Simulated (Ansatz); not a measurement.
# Ta3B2N: one candidate of a structure search

Where does this trial cell of Ta3B2N go when cell and atoms are let free?

Computed with Ansatz 0.2.0 (DFT PBE, scalar-relativistic, plane waves, PAW, unless a step's input says otherwise).

2 further runs of the same task are left out: 1 that didn't finish, 1 set aside as unsound or not needed.

**1. The starting structure**

The structure is trigonal, space group R-3m (No. 166). Conventional cell: a = 4.857 Å, b = 4.857 Å, c = 11.676 Å, α = 90.00°, β = 90.00°, γ = 120.00°. Around Ta (site symmetry 2/m) lie 2 N at 2.40 Å and 4 Ta at 2.43 Å and 6 B at 2.81 to 2.83 Å. B (site symmetry 3m) has 9 Ta at 2.81 to 2.83 Å and 3 N at 2.85 Å as nearest neighbours. N (site symmetry -3m) has 6 Ta at 2.40 Å as nearest neighbours.

Structure file:

```cif
data_structure
_symmetry_space_group_name_H-M 'R-3m:H'
_symmetry_Int_Tables_number 166
_cell_length_a 4.8568
_cell_length_b 4.8568
_cell_length_c 11.6763
_cell_angle_alpha 90.000
_cell_angle_beta 90.000
_cell_angle_gamma 120.000
_cell_volume 238.53
loop_
_atom_site_label
_atom_site_type_symbol
_atom_site_symmetry_multiplicity
_atom_site_Wyckoff_symbol
_atom_site_fract_x
_atom_site_fract_y
_atom_site_fract_z
_atom_site_occupancy
Ta1 Ta 9 d 0.83333 0.16667 0.16667 1
B1 B 6 c 0.33333 0.66667 0.29145 1
N1 N 3 a 0.00000 0.00000 0.00000 1
```

The cell is invented: species swapped into a database cell of Li2GaCu3 (R-3m, No. 166), with B on the Li sites, N on the Ga sites and Ta on the Cu sites. The dimensions are guesses.

**2. A first look at the guess**

input.yaml

```yaml
crystal:
  lattice:
    - [2.42841567, 1.40204644, 3.89210322]
    - [-2.42841567, 1.40204644, 3.89210322]
    - [0.0, -2.80409288, 3.89210322]
  atoms:
    - { symbol: Ta, position: [0.0, 0.5, 0.0] }
    - { symbol: Ta, position: [0.5, 0.0, 0.0] }
    - { symbol: Ta, position: [0.0, 0.0, 0.5] }
    - { symbol: B, position: [0.62478393, 0.62478393, 0.62478393] }
    - { symbol: B, position: [0.37521607, 0.37521607, 0.37521607] }
    - { symbol: "N", position: [0.0, 0.0, 0.0] }
basis:
  ecutwfc: 420
kpoints:
  mp_grid: { grid: [6, 6, 6] }
hamiltonian:
  xc: pbe
scf:
  occupations: { method: gaussian, width: 0.1 }
  lower_state_search: "off"
output:
  forces: true
  stress: true
  eigenvalues: true
```

Started as:

```sh
$ ansatz run input.yaml --threads 1 --pin off --max-ram 2560MiB --backend cpu --events-out ev --progress --plain --runs-dir out
```

The session goes on with these runs: spin check on a coarse mesh; coarse relaxation; full relaxation.

What does the calculation give? Wanted: conventional cell; volume; energy over the elements; gap on the mesh.

**Answer**, as computed:

```
                                                              quantity                                                                       value
                                symmetry at the end (tolerance 0.05 Å)                                                  space group R-3m (No. 166)
                                                     conventional cell  a = 5.604 Å, b = 5.604 Å, c = 8.156 Å, α = 90.00°, β = 90.00°, γ = 120.00°
                                                                volume                                                               12.32 Å³/atom
energy over the elements (uncorrected; H, N, O, F and Cl as molecules)                                                               -0.12 eV/atom
                                                       gap on the mesh                                                                none (metal)
```

What this shows: The space group R-3m (No. 166) is kept, and the volume per atom shrinks by 7.0 % from the first guess. A negative formation energy is needed for stability but isn't enough; other structures and compounds were not set against it here. No finished test with a distortion of lower symmetry is shown, so the end may be a saddle point. Spin-orbit coupling is left out for Ta. Other magnetic orders were not searched.
